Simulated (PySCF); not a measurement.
**GeH2Cl (SMILES [Cl][GeH2]): ROCCSD(T)/6-31G(d) (sfX2C, spherical functions)**

Aim: the energy difference between two shapes of GeH2Cl at ROCCSD(T)/6-31G* (sfX2C, spherical functions), from 2 runs. The job is set up through a Python script.

The calculation is run with PySCF 2.14.0.

6 further runs of the same task are left out: 6 set aside as unsound or not needed.

### 1 Starting point

The species is GeH2Cl (4 atoms), meant as a doublet with charge 0. As SMILES, `[Cl][GeH2]`. Geometry: relaxed at PBE0-D4/def2-TZVP.

Bond lengths: Cl1–Ge2 2.156 Å, Ge2–H3 1.546 Å, Ge2–H4 1.546 Å. Angles: Cl1–Ge2–H3 106.8°, Cl1–Ge2–H4 106.8°, H3–Ge2–H4 112.3°.

### 2 A single-point energy at ROCCSD(T)/6-31G(d) (sfX2C, spherical functions)

File job.py:

```python
from pyscf import gto, scf, cc

mol = gto.Mole()
mol.atom = '''
Cl  -1.562900   0.305200   0.993500
Ge   0.106700  -0.451100  -0.141600
H    0.072700   0.259600  -1.514200
H    1.383400  -0.113700   0.662300
'''
mol.max_memory = 1860
mol.verbose = 4
mol.symmetry = True
mol.spin = 1
mol.basis = '6-31g*'
mol.build()

hf = scf.ROHF(mol)
hf = hf.x2c()
hf.max_cycle = 100
hf.kernel()
if not hf.converged:
    hf = hf.newton().run(hf.mo_coeff, hf.mo_occ)

mycc = cc.CCSD(hf, frozen=14)
mycc.kernel()
e_t = mycc.ccsd_t()
e_tot = mycc.e_tot + e_t
print('E = %.10f Eh' % e_tot)
```

On the command line:

```bash
$ OMP_NUM_THREADS=1 python job.py
```

The program printed:

```text
PySCF version 2.14.0

[INPUT] num. atoms = 4
[INPUT] num. electrons = 51
[INPUT] charge = 0
[INPUT] spin (= nelec alpha-beta = 2S) = 1
[INPUT] symmetry True subgroup None
[INPUT] Mole.unit = angstrom
[INPUT] Symbol           X                Y                Z      unit          X                Y                Z       unit  Magmom
[INPUT]  1 Cl    -1.562900000000   0.305200000000   0.993500000000 AA   -2.953452960083   0.576744413217   1.877442904755 Bohr   0.0
[INPUT]  2 Ge     0.106700000000  -0.451100000000  -0.141600000000 AA    0.201633777491  -0.852455454791  -0.267585219238 Bohr   0.0
[INPUT]  3 H      0.072700000000   0.259600000000  -1.514200000000 AA    0.137383089256   0.490572901937  -2.861423297816 Bohr   0.0
[INPUT]  4 H      1.383400000000  -0.113700000000   0.662300000000 AA    2.614247120723  -0.214861860363   1.251565612299 Bohr   0.0

[... 56 lines left out ...]
converged SCF energy = -2554.10971204772
[... 1 line left out ...]
WARN: RCCSD method does not support ROHF method. ROHF object is converted to UHF object and UCCSD method is called.
[... 12 lines left out ...]
Init t2, MP2 energy = -0.357426752104287
[... 15 lines left out ...]
UCCSD converged
[... 2 lines left out ...]
E = -2554.4909357796 Eh
```

Wall time 3.9 s (1 thread of AMD EPYC 9R45 (Zen 5), shared host); peak memory 0.22 GiB.

### 3 The distorted shape, same level

File job.py:

```python
from pyscf import gto, scf, cc

mol = gto.M(
    atom='Cl -1.529259 0.271534 0.934012; Ge 0.196080 -0.466194 -0.114547; H 0.206137 0.314721 -1.577669; H 1.438453 -0.111911 0.445920',
    basis='6-31g*',
    symmetry=True,
    verbose=4,
    spin=1,
    max_memory=1860,
    charge=0,
)

mf = scf.ROHF(mol)
mf = mf.x2c()
mf.max_cycle = 100
mf.kernel()
if not mf.converged:
    mf = mf.newton().run(mf.mo_coeff, mf.mo_occ)

mycc = cc.CCSD(mf, frozen=14)
mycc.kernel()
e_t = mycc.ccsd_t()
e_final = mycc.e_tot + e_t
print('Final energy', e_final)
```

On the command line:

```bash
$ OMP_NUM_THREADS=1 python job.py
```

The program printed:

```text
PySCF version 2.14.0

[INPUT] num. atoms = 4
[INPUT] num. electrons = 51
[INPUT] charge = 0
[INPUT] spin (= nelec alpha-beta = 2S) = 1
[INPUT] symmetry True subgroup None
[INPUT] Mole.unit = angstrom
[INPUT] Symbol           X                Y                Z      unit          X                Y                Z       unit  Magmom
[INPUT]  1 Cl    -1.529259000000   0.271534000000   0.934012000000 AA   -2.889880683526   0.513124893508   1.765026877057 Bohr   0.0
[INPUT]  2 Ge     0.196080000000  -0.466194000000  -0.114547000000 AA    0.370537498505  -0.880978980915  -0.216462458391 Bohr   0.0
[INPUT]  3 H      0.206137000000   0.314721000000  -1.577669000000 AA    0.389542474139   0.594736495649  -2.981362325216 Bohr   0.0
[INPUT]  4 H      1.438453000000  -0.111911000000   0.445920000000 AA    2.718282213059  -0.211481140326   0.842666673466 Bohr   0.0

[... 56 lines left out ...]
converged SCF energy = -2554.0963970096
[... 1 line left out ...]
WARN: RCCSD method does not support ROHF method. ROHF object is converted to UHF object and UCCSD method is called.
[... 12 lines left out ...]
Init t2, MP2 energy = -0.357721449152422
[... 15 lines left out ...]
UCCSD converged
[... 2 lines left out ...]
Final energy -2554.478033741804
```

It took 3.9 s on 1 thread of AMD EPYC 9R45 (Zen 5), shared host; peak memory 0.23 GiB.

### 4 Outcome

At ROCCSD(T)/6-31G* (sfX2C, spherical functions), 14 core orbitals frozen:

| quantity | value |
| --- | --- |
| first shape: total energy | -2554.49094 Eh |
| first shape: dipole moment (Hartree–Fock density) | 2.48 D |
| first shape: correlation energy (14 core orbitals frozen) | -381.2 mEh |
| first shape: (T) correction | -8.06 mEh |
| first shape: ⟨S²⟩ of the reference determinant | 0.750 |
| first shape: T1 diagnostic | 0.014 |
| distorted shape: total energy | -2554.47803 Eh |
| distorted shape: dipole moment (Hartree–Fock density) | 2.30 D |
| distorted shape: correlation energy (14 core orbitals frozen) | -381.6 mEh |
| distorted shape: (T) correction | -8.11 mEh |
| distorted shape: ⟨S²⟩ of the reference determinant | 0.750 |
| distorted shape: T1 diagnostic | 0.014 |
| energy change with the atoms displaced | 0.351 eV |

With the atoms displaced the energy rises by 0.35 eV (8.1 kcal/mol). The first shape isn't relaxed at this level, so the change isn't measured from a minimum. The triples (first shape) make up 2.1 % of the correlation energy. The basis (first shape) was contracted for non-relativistic atoms, which limits what the relativistic Hamiltonian can do in the core. Mulliken charges (distorted shape) of the mean-field density run from -0.27 on Cl1 to +0.25 on Ge2; they depend strongly on the basis. The triples (distorted shape) make up 2.1 % of the correlation energy. The basis (distorted shape) was contracted for non-relativistic atoms, which limits what the relativistic Hamiltonian can do in the core.
